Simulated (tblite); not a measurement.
# C2H2Al2BrF5: the cost of one run

Programs: tblite 0.8.0 and PySCF 2.14.0, with density-fitted response routines of our own. Each step states its level of theory. These are calculated values for one molecule in the gas phase, unless marked as measured. Atoms count from 0, in the outputs and in this text.

## Step 1: The starting structure

12 atoms, charge 0, multiplicity 1; geometry from: force field or distance geometry start.

Bonds of the start (Å): F0–C1 1.38, C1–F2 1.32, C1–C3 1.33, C3–F4 1.36, C3–Al5 1.97, Al5–F6 1.81, F6–Al7 1.80, Al7–Br8 2.35, Al7–F9 1.82, F9–Al5 1.81, Al5–H10 1.58, Al7–H11 1.61.

## Step 2: Relaxing the molecule with GFN2-xTB

Job settings and geometry (Å):

```
{"job": {"kind": "relax", "xc": "GFN2-xTB", "basis": "xTB"}, "charge": 0, "multiplicity": 1}
F     -2.356900     0.833100     1.520000
C     -2.165500     0.949000     0.161300
F     -2.955800     1.696700    -0.581800
C     -1.145800     0.288100    -0.370900
F     -0.952500     0.396600    -1.708300
Al     0.008500    -0.819100     0.777700
F      1.532700     0.052200     1.235200
Al     2.032000    -0.257300    -0.466100
Br     4.341300    -0.534700    -0.825600
F      1.082800    -1.799100    -0.293600
H     -0.708500    -1.615200     1.944500
H      1.288800     0.809000    -1.418300
```

Run with:

```
> OMP_NUM_THREADS=1 python probes_run.py task.json out
```

One launch serves the whole session: the jobs run in the order shown.

**Question.** How long does this first job take on 1 thread of Arm Neoverse N1, shared host?

About 1.9 s.
